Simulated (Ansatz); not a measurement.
**C₂H₇NSi: up Jacob's ladder to CCSD(T)**

How much do the methods differ for C₂H₇NSi? The plan is to run it at one geometry with functionals of several rungs and with coupled cluster, and see how far each lands from CCSD(T) at the basis-set limit for the atomisation energy.

Computed with Ansatz 0.2.0, Gaussian basis. Level: functionals in def2-TZVPP, the program's frozen cores in correlated methods.

The runs, in order: LDA (SPW92), PBE-D4, revPBE-D4, BLYP-D4, r2SCAN-D4, B97M-V, PBE0-D4, B3LYP-D4, r2SCANh-D4, r2SCAN0-D4, HSE06-D4, BHLYP-D4, CAM-B3LYP-D4, LC-ωPBE, ωB97X-V, ωB97M-V, B2PLYP, PBE-QIDH; CCSD(T)/def2-SVP; CCSD(T)/def2-TZVPP; MP2/def2-QZVPP; extrapolation to the limit; RPA on PBE.

## (1) Structure used throughout

An earlier PBE0-D4 in a triple-zeta def2 set relaxation fixed the geometry.

SMILES `C[SiH]1CN1`, 11 atoms, charge 0, spin multiplicity 1.

Atoms are counted from 1 here; the program's logs count them from 0.

Bond lengths: C1–Si2 1.860 Å, C1–H5 1.093 Å, C1–H6 1.092 Å, C1–H7 1.093 Å, Si2–C3 1.828 Å, Si2–N4 1.721 Å, Si2–H8 1.481 Å, C3–N4 1.499 Å, C3–H9 1.091 Å, C3–H10 1.087 Å, N4–H11 1.009 Å. Angles: Si2–C1–H5 111.0°, Si2–C1–H6 110.6°, Si2–C1–H7 110.7°, H5–C1–H6 108.4°, H5–C1–H7 107.7°, H6–C1–H7 108.3°, C1–Si2–C3 120.1°, C1–Si2–N4 122.2°, C1–Si2–H8 112.8°, C3–Si2–N4 49.9°, C3–Si2–H8 122.6°, N4–Si2–H8 115.2°, Si2–C3–N4 61.3°, Si2–C3–H9 117.2°, Si2–C3–H10 124.8°, N4–C3–H9 116.8°, N4–C3–H10 114.1°, H9–C3–H10 112.6° and more.

## (2) LDA

This LDA is Slater exchange with PW92 correlation.

Contents of in.yaml:

```yaml
crystal:
  periodic: [false, false, false]
  atoms:
    - {symbol: C, position_ang: [-1.036107, 1.301856, 0.023313]}
    - {symbol: Si, position_ang: [0.162001, 0.063827, -0.677748]}
    - {symbol: C, position_ang: [1.268491, -0.872368, 0.436584]}
    - {symbol: N, position_ang: [0.134896, -1.596138, -0.226086]}
    - {symbol: H, position_ang: [-1.988438, 1.272064, -0.512196]}
    - {symbol: H, position_ang: [-1.226722, 1.096969, 1.078725]}
    - {symbol: H, position_ang: [-0.638000, 2.316287, -0.063775]}
    - {symbol: H, position_ang: [0.496059, 0.326955, -2.096489]}
    - {symbol: H, position_ang: [1.173228, -0.684381, 1.506536]}
    - {symbol: H, position_ang: [2.252699, -1.244971, 0.163520]}
    - {symbol: H, position_ang: [-0.532707, -2.037098, 0.388116]}
basis:
  gaussian: {orbitals: def2-TZVPP}
hamiltonian: {xc: lda}
output: {orbitals: {seedname: orbitals}}
```

The runs that follow: PBE-D4 (GGA); revPBE-D4 (GGA); BLYP-D4 (GGA); r2SCAN-D4 (meta-GGA); B97M-V (meta-GGA); PBE0-D4 (hybrid); B3LYP-D4 (hybrid); r2SCANh-D4 (hybrid); r2SCAN0-D4 (hybrid); HSE06-D4 (hybrid); BHLYP-D4 (hybrid); CAM-B3LYP-D4 (range-separated); LC-ωPBE (range-separated); ωB97X-V (range-separated); ωB97M-V (range-separated); B2PLYP (double hybrid); PBE-QIDH (double hybrid); CCSD(T) in def2-SVP; CCSD(T) in def2-TZVPP; MP2 in def2-QZVPP; RPA on PBE orbitals.

Before running them: what should the planned runs give, taken together? Wanted: atomisation energy, CCSD(T)/CBS; farthest beyond LDA; mean size of error, GGA; mean size of error, meta-GGA; mean size of error, hybrid; mean size of error, range-separated; mean size of error, double hybrid; gap, smallest and largest; T1 diagnostic.

**Answer**, as computed:

| quantity | value |
| --- | --- |
| atomisation energy, CCSD(T)/CBS | 950.1 kcal/mol |
| functionals within 4.8 kcal/mol (0.5 %) | revPBE-D4, BLYP-D4, r2SCAN-D4, B97M-V, PBE0-D4, B3LYP-D4, r2SCANh-D4, HSE06-D4, LC-ωPBE |
| farthest beyond LDA | BHLYP-D4 (-22.9 kcal/mol) |
| mean size of error, GGA | 7.4 kcal/mol |
| mean size of error, meta-GGA | 2.6 kcal/mol |
| mean size of error, hybrid | 7.7 kcal/mol |
| mean size of error, range-separated | 4.2 kcal/mol |
| mean size of error, double hybrid | 7.4 kcal/mol |
| gap, smallest and largest | 4.84 eV (LDA (SPW92)), 11.88 eV (LC-ωPBE) |
| T1 diagnostic | 0.0112 |
| triples share of the correlation energy | 4.0 % |

In words: LDA overbinds by 132.0 kcal/mol (14 %). PBE-D4 is off by +17.6 kcal/mol. Double hybrids carry the basis error of their MP2 part in triple zeta, and no dispersion term here, so their miss is partly the set-up's. The rungs meta-GGA, range-separated miss on average by less than the doubt on the reference (4.8 kcal/mol), so they tie. The reference freezes the cores and leaves out relativity and excitations past (T), so misses under about 4.8 kcal/mol can't be ranked. Hartree-Fock recovers 72 % of the binding; the rest is correlation. CCSD(T) in def2-SVP is off by -60.3 kcal/mol, more than most functionals: a good method in a small basis is no reference. Orbital gaps span 4.8 to 11.9 eV; exact exchange widens them.
